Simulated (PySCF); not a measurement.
# H4O5Ta (Ta(O)(OH)4-): the cost of one run

The runs use PySCF 2.14.0; r2SCAN, Ta def2-SVP with ECP60, O def2-SVP, H def2-SVP; scalar-relativistic core potentials, no spin–orbit coupling.

4 further runs of the same task are left out: 2 for a known fault of the program, 2 that didn't finish.

**1. Where the work starts**

10 atoms, charge -1, spin multiplicity 1.

Bond lengths: Ta1–O2 1.554 Å, Ta1–O3 1.848 Å, Ta1–O5 1.848 Å, Ta1–O7 1.848 Å, Ta1–O9 1.848 Å, O3–H4 0.966 Å, O5–H6 0.966 Å, O7–H8 0.966 Å, O9–H10 0.966 Å. Angles: O2–Ta1–O3 180.0°, O2–Ta1–O5 90.0°, O2–Ta1–O7 90.0°, O2–Ta1–O9 90.0°, O3–Ta1–O5 90.0°, O3–Ta1–O7 90.0°, O3–Ta1–O9 90.0°, O5–Ta1–O7 120.0°, O5–Ta1–O9 120.0°, O7–Ta1–O9 120.0°, Ta1–O3–H4 158.7°, Ta1–O5–H6 158.7°, Ta1–O7–H8 158.7°, Ta1–O9–H10 158.7°.

Geometry (Å):

```
Ta    0.0000    0.0000    0.0000
O     0.0000    0.0000    1.5540
O     0.0000    0.0000   -1.8480
H     0.0000   -0.3500   -2.7480
O     1.8480    0.0000    0.0000
H     2.7480   -0.3500    0.0000
O    -0.9240    1.6004    0.0000
H    -1.0709    2.5548    0.0000
O    -0.9240   -1.6004    0.0000
H    -1.6771   -2.2048    0.0000
```

Formal oxidation states: Ta +5.

**2. SCF at the start, singlet**

The input, run.py (the lines that set the calculation):

```python
mol = gto.M(atom='''
Ta     0.00000     0.00000     0.00000
O      0.00000     0.00000     1.55400
O      0.00000     0.00000    -1.84800
H      0.00000    -0.35000    -2.74800
O      1.84800     0.00000     0.00000
H      2.74800    -0.35000     0.00000
O     -0.92400     1.60040     0.00000
H     -1.07090     2.55480     0.00000
O     -0.92400    -1.60040     0.00000
H     -1.67710    -2.20480     0.00000''',
    basis={'Ta': 'def2-SVP', 'O': 'def2-SVP', 'H': 'def2-SVP'},
    ecp={'Ta': 'def2-SVP'},
    charge=-1, spin=0)
mf = dft.RKS(mol, xc='R2SCAN')
mf.grids.atom_grid = (50, 194)
mf = mf.density_fit()  # fitting sets: Ta def2-universal-JKFIT, O def2-universal-JKFIT, H def2-universal-JKFIT
mf.conv_tol = 1e-08; mf.max_cycle = 55
mf.kernel(dm0)  # dm0: free metal ions and neutral atoms
```

Command:

```console
> OMP_NUM_THREADS=2 python run.py
```

What time and memory should one allow on 2 threads of AMD EPYC 7R43 (Zen 3), shared host?

About 6.6 s, with a peak of 0.72 GiB.
